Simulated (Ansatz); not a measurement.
# ZrC+ (doublet): from Hartree-Fock to the top rungs, def2-QZVPP

The task here is to estimate one member of a computed series from the others.

The runs use Ansatz 0.2.0, Gaussian basis; def2-QZVPP, core rule «outside noble gas», up to 5 orbitals frozen.

Plan: UHF; ROHF; CCSD(T) on UHF.

## The system

The geometry is a PBE0/def2-TZVP stationary point (not a proven minimum). No spin-orbit coupling is included. Elements past krypton take def2 core potentials.

2 atoms, charge 1, spin multiplicity 2.

Atoms are counted from 1 here; the program's logs count them from 0.

Bond lengths: Zr1–C2 1.755 Å.

Coordinates:

```xyz
2
charge 1, multiplicity 2
Zr    0.00000    0.00000    0.00000
C     0.00000    0.00000    1.75460
```

Set-up of the first run:

Contents of in.yaml:

```yaml
crystal:
  periodic: [false, false, false]
  atoms:
    - {symbol: Zr, position_ang: [0.000000, 0.000000, 0.000000]}
    - {symbol: C, position_ang: [0.000000, 0.000000, 1.754600]}
basis:
  gaussian: {orbitals: "def2-QZVPP.json"}
total_charge: 1
magnetization: {spin_polarized: true, initial_magnetization: 1}
hamiltonian: {xc: hf}
output: {orbitals: {seedname: orbitals}}
```

Run with:

```bash
ansatz run in.yaml --threads 1 --pin off --events-out ev --progress --plain --max-ram 4096MiB --backend cpu
```

Steps of the session up to this table: UHF; ROHF; CCSD(T) on UHF.

One table of the session follows, with a row left open; its other results are not shown here.

| method | from UCCSD(T) (kJ/mol) |
| --- | --- |
| ROHF | ? |
| UHF | +636.4 |
| UMP2 | +114.5 |
| UCCSD | +42.5 |
| UCCSD(T) | 0 |

**Question.** Estimate the row for ROHF.

**Answer.** from UCCSD(T) (kJ/mol): +677.5. In the column «from UCCSD(T) (kJ/mol)» it is the highest.

Limits of these values: The determinant is far from a pure spin state, so its energy mixes those of several spin states (harmless only where they are near-degenerate, as at dissociation).
